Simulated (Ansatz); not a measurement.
# C2H3OSi: the cost of one run

Method: RHF/6-31G*, in Ansatz 0.2.0.

## 1. The structure to begin with

Bond lengths: C1–C2 1.317 Å, C2–Si3 1.772 Å, Si3–O4 1.543 Å, C1–H5 1.084 Å, C1–H6 1.083 Å, O4–H7 0.965 Å. Angles: C1–C2–Si3 137.0°, C2–C1–H5 115.9°, C2–C1–H6 129.4°, H5–C1–H6 114.7°, C2–Si3–O4 157.9°, Si3–O4–H7 152.9°.

As a file:

```xyz
7

C    -0.8470    1.5865   -0.1864
C    -0.1562    0.5136   -0.5120
Si    0.4317   -0.9458    0.3028
O     1.1550   -2.2985    0.4662
H    -1.0134    2.3026   -0.9834
H    -1.2794    1.8618    0.7675
H     1.7094   -3.0202    0.1453
```

## 2. Relaxing end A

input.yaml

```yaml
crystal:
  periodic: [false, false, false]
  atoms:
    - { symbol: C, position_ang: [-0.847, 1.5865, -0.1864] }
    - { symbol: C, position_ang: [-0.15623, 0.51364, -0.51202] }
    - { symbol: Si, position_ang: [0.43174, -0.94576, 0.30282] }
    - { symbol: O, position_ang: [1.15497, -2.29849, 0.46621] }
    - { symbol: H, position_ang: [-1.01345, 2.30258, -0.98342] }
    - { symbol: H, position_ang: [-1.27938, 1.86177, 0.76747] }
    - { symbol: H, position_ang: [1.70936, -3.02024, 0.14533] }
total_charge: 1
basis:
  gaussian: { orbitals: "6-31G*" }
hamiltonian:
  xc: hf
relax:
  f_tol: 0.02
  max_steps: 50
```

The run is started by

```sh
ansatz run input.yaml --threads 1 --pin off --max-ram 2048MiB --backend cpu --events-out ev --progress --plain --runs-dir out
```

Q: Estimate wall time and peak memory on 1 thread of Arm Neoverse V2, shared host.

About 14 s, with a peak of 0.12 GiB.
